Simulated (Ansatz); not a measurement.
This session for a rigid scan of one bond length of C2H5NSi, SMILES N#CC[SiH3] with the Ansatz DFT code, driven from Python holds a mistake.

Run as a notebook:

In [1]:
```python
from dataclasses import dataclass

import ansatz as az
import numpy as np
```

In [2]:
```python
@dataclass
class Options:
    basis_set: str = "def2-SVP"
    xc: str = "hf"
```

In [3]:
```python
opts = Options()
```

In [4]:
```python
GEOMETRY = """
N     2.76750   -0.43260   -0.15640
C     1.64360    0.04270   -0.26890
C     0.26980    0.61100   -0.41900
Si   -0.91270   -0.44070    0.39040
H     0.07000    0.72740   -1.48560
H     0.28140    1.62640    0.03820
H    -2.29730    0.17500    0.22470
H    -0.99700   -1.78200   -0.23470
H    -0.73680   -0.57340    1.89420
"""
```

In [5]:
```python
c2h5nsi = az.Crystal.molecule()
for line in GEOMETRY.strip().splitlines():
    symbol, *xyz = line.split()
    c2h5nsi = c2h5nsi.atom(symbol, [float(v) for v in xyz])
```

In [6]:
```python
symbols = [site.symbol for site in c2h5nsi.cartesian_sites]
start = np.array([site.position_ang for site in c2h5nsi.cartesian_sites])
axis = (start[4] - start[2]) / np.linalg.norm(start[4] - start[2])
moving = [4]
lengths, energies = [0.96, 1.004, 1.048, 1.091, 1.135, 1.179, 1.222, 1.288], []
for length in lengths:
    xyz = start.copy()
    xyz[moving] += (length - np.linalg.norm(start[4] - start[2])) * axis
    point = az.Crystal.molecule()
    for symbol, place in zip(symbols, xyz):
        point = point.atom(symbol, place.tolist())
    setup = (
        point.calculation()
        .basis(gaussian=opts.basis_set)
        .functional(opts.xc)
    )
    summary = setup.run(cores=2).report
    energies.append(summary["free_energy_ev"])
    print(f"r = {length:6.3f} A  E = {energies[-1]:.5f} eV  <S^2> = {abs(summary['mean_field']['state']['spin_squared']):.3f}")
```
```text
Traceback (most recent call last):
  File "<cell 6>", line 17, in <module>
    summary = setup.run(cores=2).report
              ~~~~~~~~~^^^^^^^^^
TypeError: Calculation.run() got an unexpected keyword argument 'cores'
```

Find the fault and give the corrected session.

The fault: run() has no such keyword. Mended:

```diff
--- before
+++ after
@@
     )
-    summary = setup.run(cores=2).report
+    summary = setup.run().report
     energies.append(summary["free_energy_ev"])
```

Run as a notebook:

(earlier cells as before)

```python
symbols = [site.symbol for site in c2h5nsi.cartesian_sites]
start = np.array([site.position_ang for site in c2h5nsi.cartesian_sites])
axis = (start[4] - start[2]) / np.linalg.norm(start[4] - start[2])
moving = [4]
lengths, energies = [0.96, 1.004, 1.048, 1.091, 1.135, 1.179, 1.222, 1.288], []
for length in lengths:
    xyz = start.copy()
    xyz[moving] += (length - np.linalg.norm(start[4] - start[2])) * axis
    point = az.Crystal.molecule()
    for symbol, place in zip(symbols, xyz):
        point = point.atom(symbol, place.tolist())
    setup = (
        point.calculation()
        .basis(gaussian=opts.basis_set)
        .functional(opts.xc)
    )
    summary = setup.run().report
    energies.append(summary["free_energy_ev"])
    print(f"r = {length:6.3f} A  E = {energies[-1]:.5f} eV  <S^2> = {abs(summary['mean_field']['state']['spin_squared']):.3f}")
```

    r =  0.960 A  E = -11477.31258 eV  <S^2> = 0.000
    r =  1.004 A  E = -11477.55256 eV  <S^2> = 0.000
    r =  1.048 A  E = -11477.67828 eV  <S^2> = 0.000
    r =  1.091 A  E = -11477.71429 eV  <S^2> = 0.000
    r =  1.135 A  E = -11477.68152 eV  <S^2> = 0.000
    r =  1.179 A  E = -11477.59388 eV  <S^2> = 0.000
    r =  1.222 A  E = -11477.46727 eV  <S^2> = 0.000
    r =  1.288 A  E = -11477.21517 eV  <S^2> = 0.000

```python
# quartic fit about the minimum
fit = np.polynomial.Polynomial.fit(lengths, np.array(energies) - min(energies), 4).convert()
roots = [r.real for r in fit.deriv().roots() if abs(r.imag) < 1e-9 and fit.deriv(2)(r.real) > 0]
r_e = min(roots, key=lambda r: abs(r - lengths[int(np.argmin(energies))]))
print(f"minimum of the fit at {r_e:.4f} A, force constant {fit.deriv(2)(r_e):.2f} eV/A^2")
```

    minimum of the fit at 1.0906 A, force constant 36.56 eV/A^2

Reading the output:
- Total energies depend on the basis set; only differences at equal settings carry meaning.
- The rest of the molecule is held rigid at a force-field or estimated start geometry, and the basis set is modest; single-reference methods fail as a bond breaks.
- Hartree-Fock leaves correlation out, so bond, atomisation and ionisation energies come out well too low.
- The orbitals are restricted, so S² is zero by construction.
- It ran for 6.4 s on 1 thread of Arm Neoverse V2, with other jobs on the host, peak memory 0.2 GiB.
